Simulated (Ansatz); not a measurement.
# Alloy of LiH and LiF (26 of 32 H sites exchanged), 64 atoms, part 3 of 3

Ansatz 0.2.0, PAW. Earlier steps stand in the parts before.

## (4) r²SCAN on the same atoms

in.yaml reads:

```yaml
crystal:
  lattice:
    - [8.016905, 0.000000, 0.000000]
    - [0.000000, 8.016905, 0.000000]
    - [0.000000, 0.000000, 8.016905]
  atoms:
    - { symbol: F, position: [0.249882, 0.000507, 0.999950] }
    - { symbol: F, position: [0.249876, 0.500536, 0.999485] }
    - { symbol: F, position: [0.249387, 0.500454, 0.499507] }
    - { symbol: F, position: [0.750304, 0.000698, 0.999974] }
    - { symbol: F, position: [0.749171, 0.000324, 0.499823] }
    - { symbol: F, position: [0.750334, 0.500440, 0.999604] }
    - { symbol: F, position: [0.750243, 0.500946, 0.499266] }
    - { symbol: F, position: [0.000265, 0.250297, 0.999958] }
    - { symbol: F, position: [0.999813, 0.750728, 0.999869] }
    - { symbol: F, position: [0.500141, 0.250581, 0.999335] }
    - { symbol: F, position: [0.499663, 0.250376, 0.499350] }
    - { symbol: F, position: [0.500129, 0.750503, 0.999303] }
    - { symbol: F, position: [0.999754, 0.000214, 0.750417] }
    - { symbol: F, position: [0.999926, 0.500436, 0.249910] }
    - { symbol: F, position: [0.999952, 0.500511, 0.749327] }
    - { symbol: F, position: [0.499991, 0.000716, 0.249314] }
    - { symbol: F, position: [0.499890, 0.000721, 0.749704] }
    - { symbol: F, position: [0.500274, 0.500492, 0.249854] }
    - { symbol: F, position: [0.500041, 0.500299, 0.749266] }
    - { symbol: F, position: [0.250244, 0.250762, 0.249393] }
    - { symbol: F, position: [0.250035, 0.250293, 0.749480] }
    - { symbol: F, position: [0.250076, 0.750073, 0.249122] }
    - { symbol: F, position: [0.249764, 0.750317, 0.749809] }
    - { symbol: F, position: [0.749909, 0.250385, 0.249932] }
    - { symbol: F, position: [0.749727, 0.750779, 0.249827] }
    - { symbol: F, position: [0.749941, 0.750453, 0.749201] }
    - { symbol: H, position: [0.247972, 0.999741, 0.498871] }
    - { symbol: H, position: [0.000210, 0.248724, 0.499365] }
    - { symbol: H, position: [0.000428, 0.752326, 0.498993] }
    - { symbol: H, position: [0.498817, 0.751356, 0.499679] }
    - { symbol: H, position: [0.000689, 0.000524, 0.252219] }
    - { symbol: H, position: [0.751012, 0.250392, 0.748282] }
    - { symbol: Li, position: [0.999653, 0.000823, 0.998877] }
    - { symbol: Li, position: [0.998600, 0.000702, 0.500567] }
    - { symbol: Li, position: [0.999689, 0.500213, 0.999455] }
    - { symbol: Li, position: [0.999653, 0.500640, 0.499761] }
    - { symbol: Li, position: [0.500185, 0.000754, 0.999459] }
    - { symbol: Li, position: [0.500798, 0.001474, 0.499682] }
    - { symbol: Li, position: [0.500076, 0.500537, 0.999654] }
    - { symbol: Li, position: [0.500232, 0.499343, 0.499140] }
    - { symbol: Li, position: [0.250127, 0.249801, 0.999694] }
    - { symbol: Li, position: [0.250319, 0.250933, 0.498916] }
    - { symbol: Li, position: [0.249656, 0.750647, 0.999815] }
    - { symbol: Li, position: [0.249493, 0.749683, 0.498950] }
    - { symbol: Li, position: [0.750161, 0.250153, 0.000995] }
    - { symbol: Li, position: [0.749463, 0.250319, 0.498689] }
    - { symbol: Li, position: [0.750241, 0.750635, 0.999989] }
    - { symbol: Li, position: [0.750050, 0.750605, 0.499368] }
    - { symbol: Li, position: [0.250427, 0.000270, 0.249361] }
    - { symbol: Li, position: [0.249226, 0.999992, 0.749981] }
    - { symbol: Li, position: [0.249729, 0.500467, 0.249116] }
    - { symbol: Li, position: [0.249959, 0.500693, 0.749347] }
    - { symbol: Li, position: [0.749930, 0.000200, 0.250452] }
    - { symbol: Li, position: [0.750322, 0.999081, 0.748909] }
    - { symbol: Li, position: [0.749955, 0.500679, 0.249920] }
    - { symbol: Li, position: [0.750058, 0.501506, 0.749258] }
    - { symbol: Li, position: [0.000919, 0.251257, 0.249103] }
    - { symbol: Li, position: [0.001509, 0.250229, 0.750036] }
    - { symbol: Li, position: [0.000566, 0.749695, 0.249366] }
    - { symbol: Li, position: [0.000726, 0.750693, 0.750282] }
    - { symbol: Li, position: [0.499987, 0.250287, 0.249510] }
    - { symbol: Li, position: [0.499044, 0.250107, 0.749510] }
    - { symbol: Li, position: [0.499567, 0.750856, 0.248974] }
    - { symbol: Li, position: [0.499564, 0.750882, 0.750290] }
kpoints:
  mp_grid: { grid: [1, 1, 1] }
hamiltonian:
  xc: r2scan
scf:
  occupations: { method: fermi_dirac, width: 0.01 }
output:
  forces: true
  eigenvalues: true
  populations: true
  eigenstates: { kpoints: [[0, 0, 0]], e_range: [-6.0, 6.0], localisation: true }
```

Started as:

```sh
$ ansatz run in.yaml --threads 2 --pin off --max-ram 30400MiB --runs-dir r --events-out ev --progress --plain --backend cuda --devices 0, --max-vram 18GiB
```

Log:

```text
Pseudopotentials: kind: paw
Functional definition: r2SCAN
  parameter k0 = 0.174
  parameter k1 = 0.065
  parameter a1 = 4.9479
  exchange = r2scan_x(k0 = k0, k1 = k1, a1 = a1)
  correlation = r2scan_c
Crystal: 64 atoms, lattice volume = 515.253 Å³
Basis set: ecut = 500 eV, 13133 PW (Γ), exchange–correlation on 240×240×240 points (64 copies of the dense FFT grid, shifted against one another)
Bands: 206, of which v1, the nominal top of the filled ones, is band 142 counted from 1 (141 counted from 0)
Symmetry: 1 space group operations
Space group: P1 (ITA 1), of the structure as read, at distance tolerance 8.0e-5 Å
k-points: 1
Non-local potential: F, projectors of the file, l = 0: 2, l = 1: 2, l = 2: 1
Non-local potential: H, projectors of the file, l = 0: 2, l = 1: 1
Non-local potential: Li, projectors of the file, l = 0: 3, l = 1: 2, l = 2: 1
PAW form: soft (Blöchl's): semilocal exchange-correlation on the pseudo side does not see the compensation charge
PAW frozen core: F, regenerated for the run's functional (the file was generated under x = pbe(κ = 0.804, μ = 0.2195149727645171), c = pbe(β = 0.06672455060314922))
PAW one-centre angular grid: F, 302 points (default); XC on 160 Gauss nodes
PAW one-centre angular grid: H, 302 points (default); XC on 160 Gauss nodes
PAW one-centre angular grid: Li, 302 points (default); XC on 327 of its mesh's 2665 points in the sphere
Initial density: superposition of atomic densities (neutral atoms: chi_scale 0, normalization atom), corrected by the library's trained network
Initial wavefunctions: pseudopotential atomic-orbital guess
Functional: x = r2scan, c = r2scan; τ floored in thin density (d = 2e-4 eV/Å³)
SCF iter   1: F=—  HF=-27806.783348 eV  |F-HF|=—  |Δ(HF+E_count)|=         —  Δρ=7.06e-3  dr2=2.29e-1  dr2_τ=8.76e-1  ethr=1.77e-3  ⟨swp⟩=6.0  Hψ=903  notcnv=0  defer=42
preconditioner: auto → Resta (q_TF=auto, 2.470 Å⁻¹)  ε∞=2.3  [insulator: Δε(μ)=7.432 eV  Ē_g=21.004 eV  σ=0.010 eV  W_gap=1.00  n_scr=122 (ndim 8)  ℏωp=24.3 eV  f_vac=0.000  D(μ)=0.00/eV (n_scr^D=0)  ε∞_Penn≈2.3]
SCF iter   2: F=—  HF=-27808.062452 eV  |F-HF|=—  |Δ(HF+E_count)|=    1.28e0  Δρ=3.48e-3  dr2=3.24e-2  dr2_τ=5.47e-3  ethr=8.07e-5  ⟨swp⟩=3.0  Hψ=357  notcnv=0  defer=60
SCF iter   3: F=—  HF=-27808.065125 eV  |F-HF|=—  |Δ(HF+E_count)|=   2.67e-3  Δρ=1.13e-3  dr2=4.70e-3  dr2_τ=5.12e-4  ethr=1.14e-5  ⟨swp⟩=2.0  Hψ=156  notcnv=0  defer=60
SCF iter   4: F=—  HF=-27808.065709 eV  |F-HF|=—  |Δ(HF+E_count)|=   5.84e-4  Δρ=2.18e-4  dr2=1.09e-4  dr2_τ=2.02e-5  ethr=1.65e-6  ⟨swp⟩=2.0  Hψ=234  notcnv=0  defer=60
SCF iter   5: F=—  HF=-27808.063045 eV  |F-HF|=—  |Δ(HF+E_count)|=   2.66e-3  Δρ=6.67e-5  dr2=1.12e-5  dr2_τ=1.97e-6  ethr=3.85e-8  ⟨swp⟩=2.0  Hψ=255  notcnv=0  defer=60
SCF iter   6: F=—  HF=-27808.064697 eV  |F-HF|=—  |Δ(HF+E_count)|=   1.65e-3  Δρ=2.09e-5  dr2=1.39e-6  dr2_τ=1.31e-7  ethr=3.95e-9  ⟨swp⟩=2.0  Hψ=256  notcnv=0  defer=60
SCF iter   7: F=-27808.064697 eV  HF=-27808.064697 eV  |F-HF|=1.06e-8  |Δ(HF+E_count)|=   1.96e-7  Δρ=2.62e-6  dr2=2.06e-8  dr2_τ=3.72e-9  ethr=3.52e-11  ⟨swp⟩=17.0  Hψ=1547  notcnv=0
SCF 1 converged in 7 iterations: F = -27808.064697 eV  dr2 = 2.06e-8
NSCF: frozen V_eff on 1 k-points
SCF converged after 7 iterations
Free energy (F): -27808.064697 eV
Harris-Foulkes:  -27808.064697 eV  (|F-HF|=1.06e-8)
Internal energy: -27808.064697 eV  (E = F + TS)
E sigma→0 (E₀):  -27808.064697 eV
Fermi energy:    6.375710 eV
--- Per-component energies (eV) ---
  E_band       = -3991.838799
  E_kinetic    = 6260.067604
  E_local      = -19478.287187  (includes V_loc(G=0)·N_el)
  E_nonlocal   = 840.718144
  E_hartree    = 7043.541496
  E_xc         = -2490.168640
  E_vxc        = -3635.453629  (∫ρ·V_xc dr)
  E_paw        = -5985.865099  (= ΣΔE_a)
  E_vpaw       = -2325.878265  (= ΣTr[D̂ρ^β])
  E_aug_tail   = 0.021276  (compensation charges beyond the density's cutoff)
  E_vtau       = 259.887005  (kinetic-family band-sum trace: ∫τ·v_τ [+ j·A + Jᵃ·Aᵃ] dr)
  E_ewald      = -13997.276111
  E_core_change = -0.816180  (= ΣΔE_core)
  E_smearing   = -0.000000  (= −TS)
  E_closure    = -0.000000  (closes the sum)
  Σ components = -27808.064697   (vs F -27808.064697, Δ=0.00e0)
--- Forces (eV/Å), atoms counted from 1 ---
  atom   1  F      0.00269814    -0.00237217    -0.02167919
  atom   2  F     -0.00453610    -0.00605486     0.00098389
  atom   3  F      0.00781536    -0.01356400    -0.00177240
  atom   4  F     -0.01189119    -0.01433912    -0.00300931
  atom   5  F     -0.02205387    -0.01359125    -0.01376669
  atom   6  F     -0.00581463     0.01248373     0.01283820
  atom   7  F     -0.00798134     0.00278942    -0.00942241
  atom   8  F      0.00035930     0.00874690    -0.00285612
  atom   9  F      0.00083079    -0.01241347    -0.01414380
  atom  10  F     -0.00980653    -0.00390517     0.01742484
  atom  11  F     -0.00252575     0.00998465    -0.00204303
  atom  12  F     -0.00098040     0.00530569     0.00798679
  atom  13  F      0.01601592    -0.01365956     0.03594573
  atom  14  F     -0.00192579     0.00167892    -0.00883612
  atom  15  F      0.01649301     0.02036555     0.01550800
  atom  16  F      0.00904867     0.00805093    -0.00863185
  atom  17  F     -0.00811698    -0.00163890     0.02036368
  atom  18  F     -0.00586499    -0.01036553    -0.01611405
  atom  19  F     -0.01065039     0.00670420     0.01219229
  atom  20  F      0.02582703     0.02316129    -0.02784182
  atom  21  F      0.01181142     0.00988400     0.01921169
  atom  22  F      0.01293311    -0.02131059    -0.03506441
  atom  23  F      0.00151392    -0.00602958     0.03220994
  atom  24  F     -0.01013914     0.01627341    -0.02297935
  atom  25  F     -0.00430628    -0.01900339    -0.01835210
  atom  26  F      0.00517116    -0.00134438     0.02520448
  atom  27  H      0.02454146     0.01625287     0.00392849
  atom  28  H     -0.00527081     0.00038848     0.01366374
  atom  29  H     -0.00345258    -0.01960612     0.00791019
  atom  30  H     -0.00672870     0.00100761    -0.00621084
  atom  31  H     -0.00308053     0.00195104    -0.02214490
  atom  32  H     -0.00109597    -0.00109632     0.00943699
  atom  33  Li    -0.00654141    -0.00278234    -0.01606544
  atom  34  Li    -0.01061542     0.00738076     0.01750629
  atom  35  Li     0.00047886    -0.00062523    -0.00800559
  atom  36  Li    -0.00169578    -0.01331458     0.01043207
  atom  37  Li     0.00630663    -0.00018004    -0.00159973
  atom  38  Li     0.01429827     0.01706300     0.00797078
  atom  39  Li     0.00557892    -0.00585472    -0.01445023
  atom  40  Li    -0.00382166    -0.01893600     0.01822854
  atom  41  Li    -0.00173839     0.01053101     0.00084856
  atom  42  Li     0.01770385     0.01200594    -0.00375547
  atom  43  Li     0.00278223     0.00159374     0.00043429
  atom  44  Li     0.00627949    -0.00851623    -0.00034623
  atom  45  Li    -0.00131454     0.00103093     0.00638729
  atom  46  Li    -0.01931053    -0.00356070    -0.01813390
  atom  47  Li    -0.00049731     0.00513161    -0.00298447
  atom  48  Li    -0.00095507     0.00877618    -0.00412481
  atom  49  Li     0.01637592    -0.00299833    -0.00201126
  atom  50  Li     0.01276106     0.00290332    -0.00079772
  atom  51  Li     0.00573058     0.00390926     0.02169360
  atom  52  Li     0.00195128    -0.00324343    -0.01129814
  atom  53  Li    -0.02452180     0.00306446     0.00030613
  atom  54  Li    -0.00133513    -0.00138169     0.00133521
  atom  55  Li     0.00577157     0.00179952     0.00470575
  atom  56  Li     0.00301727     0.00936907    -0.00982973
  atom  57  Li    -0.00235891    -0.00078211    -0.01599806
  atom  58  Li     0.00479727    -0.00048019     0.02176692
  atom  59  Li    -0.00114215     0.00038164    -0.02716242
  atom  60  Li    -0.01037777    -0.00081034     0.02115524
  atom  61  Li    -0.00501628    -0.00440825     0.00152587
  atom  62  Li    -0.01656717     0.00565016     0.00051732
  atom  63  Li    -0.00137459     0.00599827    -0.01757212
  atom  64  Li    -0.00357238    -0.00329555     0.00994674
  max |Σ_I F_I| component: 1.02e-2 eV/Å
--- Band table (eV) ---
  k-point 0: bands = ["-42.1312", "-42.1072", "-42.1039", "-42.1002", "-42.0978", "-42.0942", "-42.0879", "-42.0858", "-42.0848", "-42.0829", "-42.0695", "-42.0638", "-42.0594", "-42.0562", "-42.0527", "-42.0505", "-42.0486", "-42.0464", "-42.0432", "-42.0404", "-42.0363", "-42.0310", "-42.0232", "-42.0053", "-42.0003", "-41.9974", "-41.9966", "-41.9932", "-41.9862", "-41.9776", "-41.9370", "-41.8298", "-21.3475", "-21.1179", "-21.1052", "-21.0973", "-21.0760", "-21.0658", "-21.0356", "-20.9853", "-20.9798", "-20.9790", "-20.9738", "-20.9675", "-20.9655", "-20.9642", "-20.9635", "-20.9614", "-20.9607", "-20.9174", "-20.8504", "-20.8341", "-20.7928", "-20.7752", "-20.7552", "-20.7523", "-20.7402", "-20.7289", "-3.1247", "-3.0936", "-3.0595", "-2.7231", "-2.6938", "-2.6456", "-2.6075", "-2.4298", "-2.4102", "-2.3699", "-2.3581", "-2.3492", "-2.3248", "-2.3046", "-2.2726", "-2.2672", "-2.2352", "-2.1996", "-2.1625", "-2.1337", "-2.1255", "-2.0897", "-2.0797", "-2.0554", "-2.0168", "-1.9768", "-1.9287", "-1.8911", "-1.8452", "-1.8153", "-1.7655", "-1.7466", "-1.7005", "-1.6403", "-1.6001", "-1.5850", "-1.5611", "-1.4975", "-1.4768", "-1.4581", "-1.4384", "-1.3741", "-1.2999", "-1.2884", "-1.2748", "-1.2147", "-1.2000", "-1.1888", "-1.1573", "-1.1032", "-1.0827", "-1.0207", "-0.9780", "-0.9559", "-0.9407", "-0.9007", "-0.8526", "-0.8347", "-0.8119", "-0.7735", "-0.7578", "-0.7496", "-0.6930", "-0.6753", "-0.6599", "-0.6284", "-0.6122", "-0.6058", "-0.5918", "-0.5728", "-0.5358", "-0.5332", "-0.5306", "-0.5246", "-0.5208", "-0.4205", "-0.4152", "-0.4029", "1.0577", "1.6670", "1.9857", "2.1114", "2.3626", "2.6509", "10.1006", "10.2748", "10.4172", "10.4805", "10.8632", "10.9727", "11.0934", "11.2826", "11.4145", "11.6888", "11.8005", "11.9037", "11.9262", "11.9884", "12.1550", "12.2195", "12.3839", "12.5357", "12.5864", "12.8329", "13.3025", "13.3769", "13.5623", "13.7530", "13.8512", "13.9408", "14.1675", "14.4196", "14.5058", "14.5875", "14.7403", "14.8286", "15.1285", "15.3528", "15.8668", "15.9460", "16.1099", "16.2081", "16.2777", "16.3279", "16.3948", "16.4915", "16.5577", "16.5855", "16.6653", "16.6886", "16.7293", "16.7655", "16.8403", "16.8597", "17.2703", "17.3588", "17.4003", "17.5476", "17.6059", "17.6325", "17.6587", "18.6179", "18.7160", "18.7567", "18.7667", "18.8130", "18.9009", "19.0414"]
--- Löwdin populations: 64 sites ---
  site symbol       q [e]
     0      F      7.7435
     1      F      7.7398
     2      F      7.7475
     3      F      7.7432
     4      F      7.7505
     5      F      7.7416
     6      F      7.7479
     7      F      7.7448
     8      F      7.7430
     9      F      7.7412
    10      F      7.7466
    11      F      7.7415
    12      F      7.7483
    13      F      7.7457
    14      F      7.7459
    15      F      7.7450
    16      F      7.7448
    17      F      7.7415
    18      F      7.7433
    19      F      7.7450
    20      F      7.7452
    21      F      7.7467
    22      F      7.7450
    23      F      7.7451
    24      F      7.7450
    25      F      7.7456
    26      H      1.6187
    27      H      1.6089
    28      H      1.6062
    29      H      1.6117
    30      H      1.6202
    31      H      1.6203
    32     Li      2.2242
    33     Li      2.2936
    34     Li      2.2051
    35     Li      2.2568
    36     Li      2.2051
    37     Li      2.2444
    38     Li      2.2056
    39     Li      2.2230
    40     Li      2.2050
    41     Li      2.2444
    42     Li      2.2051
    43     Li      2.2721
    44     Li      2.2232
    45     Li      2.2434
    46     Li      2.2051
    47     Li      2.2541
    48     Li      2.2428
    49     Li      2.2231
    50     Li      2.2053
    51     Li      2.2053
    52     Li      2.2236
    53     Li      2.2224
    54     Li      2.2055
    55     Li      2.2231
    56     Li      2.2422
    57     Li      2.2427
    58     Li      2.2412
    59     Li      2.2223
    60     Li      2.2046
    61     Li      2.2233
    62     Li      2.2222
    63     Li      2.2223
  spilling = 0.005875 (of n_electrons = 284.000000)
```

It took 8.3 s on 1 × NVIDIA H100 80GB HBM3 with 2 threads of AMD EPYC 7R13, shared host; peak host memory 1.7 GiB.

Spacing of the frontier levels at the Γ point alone: 7.45 eV (2.651 to 10.101 eV).

The states next to the gap (eigenstates.tsv), from the top filled level:

```csv
level (eV),spin,filling,atoms sharing it,main element,its share,largest atom
-0.54,both,2.00,7.9,H,0.69,H32 (0.29)
-0.29,both,2.00,6.2,H,0.72,H31 (0.29)
0.00,both,2.00,8.7,H,0.74,H29 (0.22)
7.45,both,0.00,37.0,Li,0.51,–
7.62,both,0.00,30.9,Li,0.49,–
7.77,both,0.00,28.8,Li,0.49,–
7.83,both,0.00,31.3,Li,0.49,–
```

The largest force by r²SCAN is only 0.04 eV/Å (on F20), so the positions lie close to this level's own in this cell.

## (5) Summary of results

The summary covers parts 1 to 3. Changes of volume or cell count from the first structure of part 1.

```
             level         time   k points  top filled to lowest empty (eV)
PBEsol, relaxation   10 s (GPU)  (¼, ¼, ¼)                             6.58
             HSE06   13 s (GPU)          Γ                             8.17
            r²SCAN  8.3 s (GPU)          Γ                             7.45
```

| quantity | value |
| --- | --- |
| relaxation | 4 recorded steps, 0.18 eV gained |
| largest shift | 0.07 Å (Li34 and others alike) |
| relaxed cell | a = 8.017 Å, b = 8.017 Å, c = 8.017 Å, α = 90.00°, β = 90.00°, γ = 90.00° |

**Reading.** The relaxation lowers the energy by 0.18 eV; the largest shift is 0.07 Å (Li34 and others alike), while the volume changes by +0.5 %. At the same k points, r²SCAN gives a spacing 0.72 eV smaller than the 8.17 eV of HSE06. The relaxation ran on other k points, so part of any difference from the later rows can come from the mesh. The HSE06 single point took about 1.6 times as long as the r²SCAN one on the same kind of device. With one k point the spacing samples only the states that fold onto it, so it can exceed the gap over the zone.
